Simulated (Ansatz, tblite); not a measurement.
# The cluster Al₅H₃O₉: rung by rung

The task here is to estimate one member of a computed series from the others.

The runs use Ansatz 0.2.0, Gaussian basis; as each input shows.

The runs, in order: GFN1-xTB, GFN2-xTB, PBE-D4/def2-TZVP, r2SCAN-D4/def2-TZVP, B97M-V/def2-TZVP, PBE-D4/def2-SVP, PBE0-D4/def2-SVP, HF/STO-3G, MP2/def2-SVP.

2 further runs of the same task are left out: 2 set aside as unsound or not needed.

## The relaxed structure

The singlet was relaxed beforehand with r2SCAN-D4/def2-SVP. At that level it is the lowest of the isomers that a small search found.

17 atoms, charge 0, spin multiplicity 1.

Bond lengths: Al1–O7 1.862 Å, Al1–O9 1.695 Å, Al1–O10 1.846 Å, Al1–O11 1.887 Å, Al2–O6 1.693 Å, Al2–O7 1.864 Å, Al2–O10 1.848 Å, Al2–O11 1.887 Å, Al3–O7 1.906 Å, Al3–O8 1.722 Å, Al3–O10 1.920 Å, Al3–O13 1.721 Å, Al4–O9 1.740 Å, Al4–O12 1.691 Å, Al4–O13 1.703 Å, Al5–O6 1.733 Å, Al5–O8 1.707 Å, Al5–O14 1.691 Å and more. Angles: O7–Al1–O9 120.5°, O7–Al1–O10 79.4°, O7–Al1–O11 87.6°, O9–Al1–O10 122.2°, O9–Al1–O11 141.6°, O10–Al1–O11 85.9°, O6–Al2–O7 120.4°, O6–Al2–O10 122.1°, O6–Al2–O11 141.9°, O7–Al2–O10 79.4°, O7–Al2–O11 87.6°, O10–Al2–O11 85.9°, O7–Al3–O8 108.0°, O7–Al3–O10 76.6°, O7–Al3–O13 107.9°, O8–Al3–O10 107.8°, O8–Al3–O13 134.0°, O10–Al3–O13 107.7° and more.

PBE0-D4/def2-TZVP was run before; its log isn't repeated, and its numbers join the tables.

The first run:

Tight binding, by tblite at 300 K electronic temperature and without a spin-polarisation term:

```python
tblite.interface.Calculator('GFN1-xTB', numbers, positions, charge=0, uhf=0).singlepoint()
```

Tight binding, by tblite at 300 K electronic temperature and without a spin-polarisation term:

```python
tblite.interface.Calculator('GFN2-xTB', numbers, positions, charge=0, uhf=0).singlepoint()
```

start.molden holds the orbitals of an earlier run on this state, given as this run's starting guess.

in.yaml

```yaml
crystal:
  periodic: [false, false, false]
  atoms:
    - {symbol: Al, position_ang: [0.337907, 1.027433, 1.390645]}
    - {symbol: Al, position_ang: [1.263102, -1.044831, 0.761178]}
    - {symbol: Al, position_ang: [-0.611264, -0.082113, -0.748563]}
    - {symbol: Al, position_ang: [-1.665686, 2.619373, 0.210062]}
    - {symbol: Al, position_ang: [0.719205, -2.751854, -1.412455]}
    - {symbol: O, position_ang: [1.688733, -2.497328, 0.001796]}
    - {symbol: O, position_ang: [1.116519, 0.529348, -0.226125]}
    - {symbol: O, position_ang: [-0.408304, -1.502718, -1.700918]}
    - {symbol: O, position_ang: [-0.527236, 2.479475, 1.517830]}
    - {symbol: O, position_ang: [-0.496394, -0.593132, 1.098393]}
    - {symbol: O, position_ang: [1.682598, 0.026620, 2.256684]}
    - {symbol: O, position_ang: [-2.689403, 3.952979, 0.029655]}
    - {symbol: O, position_ang: [-1.648998, 1.287287, -0.850310]}
    - {symbol: O, position_ang: [0.948181, -4.138702, -2.351710]}
    - {symbol: H, position_ang: [0.444962, -4.346001, -3.143178]}
    - {symbol: H, position_ang: [-2.709168, 4.705937, 0.625350]}
    - {symbol: H, position_ang: [2.555278, 0.328230, 2.541678]}
basis:
  gaussian: {orbitals: def2-TZVP, initial_orbitals: start.molden}
hamiltonian: {xc: pbe, dispersion: d4}
scf: {omitted_lower_state_checks: [starts]}
output: {forces: true, orbitals: {seedname: orbitals}}
```

On the command line:

```bash
$ ansatz run in.yaml --threads 4 --pin off --events-out ev --progress --plain --max-ram 9574MiB
```

Among the steps run: PBE-D4/def2-TZVP; r2SCAN-D4/def2-TZVP; B97M-V/def2-TZVP; PBE-D4/def2-SVP; PBE0-D4/def2-SVP; HF/STO-3G; MP2/def2-SVP.

One of the session's tables, all rows but one given; the rest of the session is left out.

It belongs to the step «Binding energy». 

```
              level  binding an atom (eV)
          HF/STO-3G                 3.591
        HF/def2-SVP                 3.446
    PBE-D4/def2-SVP                 5.023
   PBE-D4/def2-TZVP                 5.012
r2SCAN-D4/def2-TZVP                     ?
   B97M-V/def2-TZVP                 4.944
   PBE0-D4/def2-SVP                 4.856
  PBE0-D4/def2-TZVP                 4.862
       MP2/def2-SVP                 4.863
```

Q: Estimate the row for r2SCAN-D4/def2-TZVP from the others.

As computed: binding an atom (eV): 5.004. In the column «binding an atom (eV)» it lies between B97M-V/def2-TZVP (4.944) and PBE-D4/def2-TZVP (5.012).

Limits of these values: Free atoms were run apart at each level; binding is atoms less cluster, divided by the number of atoms, without zero-point or spin-orbit terms.
